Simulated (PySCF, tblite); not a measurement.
# C6H7B: geometry, infrared bands and NMR shifts

Aim: predict the infrared bands and NMR shifts of C6H7B (`B[C@]1(C#C)[C@@H]2C[C@@H]21`).

The runs use tblite 0.8.0 and PySCF 2.14.0, with density-fitted response routines of our own; the level of theory stands in each step. All values are computed, except where a source is named. Atoms count from 0, in the outputs and in this text.

### Step 1. The starting structure

14 atoms, charge 0, multiplicity 1; geometry from: force field or distance geometry start.

Bonds of the start (Å): B0–C1 1.54, C1–C2 1.49, C2–C3 1.20, C1–C4 1.53, C4–C5 1.56, C5–C6 1.55, C6–C1 1.53, C6–C4 1.37, B0–H7 1.18, B0–H8 1.19, C3–H9 1.07, C4–H10 1.03, C5–H11 1.09, C5–H12 1.09, C6–H13 1.04.

### Step 2. Geometry optimisation with GFN2-xTB

What the job is given:

```
{"job": {"kind": "relax", "xc": "GFN2-xTB", "basis": "xTB"}, "charge": 0, "multiplicity": 1}
B      0.013100     1.626500     0.593300
C      0.325200     0.161300     0.248900
C      1.725600    -0.347800     0.366300
C      2.855100    -0.740500     0.457400
C     -0.416500    -0.346000    -0.989100
C     -1.880900    -0.235200    -0.475200
C     -0.695000    -0.977900     0.198100
H     -0.990700     2.080300     1.021900
H      0.806100     2.436100     0.244600
H      3.854700    -1.099200     0.560600
H     -0.089200    -0.454500    -1.963500
H     -2.209900     0.673100     0.021100
H     -2.623100    -0.866300    -0.966000
H     -0.674900    -1.910500     0.659500
```

Started as:

```sh
> OMP_NUM_THREADS=1 python probes_run.py task.json out
```

One launch serves the whole session: the jobs run in the order shown.

**Question.** This job is followed by: GFN2-xTB harmonic vibrations, gas phase; GIAO PBE0/pcSseg-1 NMR shielding, non-relativistic, gas phase. Predict these results of the whole session: strongest single infrared mode (GFN2-xTB); zero-point energy (GFN2-xTB); 13C shifts against TMS (PBE0/pcSseg-1, means over atoms taken as alike); 1H shifts against TMS (PBE0/pcSseg-1, means over atoms taken as alike); 11B shifts against BF3·OEt2 (PBE0/pcSseg-1).

The runs gave:

```
                                                               quantity                             value
                              strongest single infrared mode (GFN2-xTB)             2681 cm⁻¹, 125 km/mol
                                           zero-point energy (GFN2-xTB)                     65.1 kcal/mol
13C shifts against TMS (PBE0/pcSseg-1, means over atoms taken as alike)  93.7, 70.8, 41.7, 26.7, 21.2 ppm
 1H shifts against TMS (PBE0/pcSseg-1, means over atoms taken as alike)  7.83, 2.74, 1.46, 1.41, 1.33 ppm
                            11B shifts against BF3·OEt2 (PBE0/pcSseg-1)                          86.5 ppm
```

**Reading.** Over 84 steps the energy fell by 0.542 eV; of the close pairs, C4–C6 changed most, 1.373 to 1.462 Å. All 36 modes are real, so the xTB geometry is a minimum. The strongest single mode, at 2681 cm⁻¹, moves mainly H7 and H8. Unscaled tight-binding wavenumbers are off by several per cent, some by more. Its intensities can rank the bands wrongly. At PBE0/pcSseg-1: The widest tensor belongs to C2: span 315 ppm, with a paramagnetic part of -160 ppm.
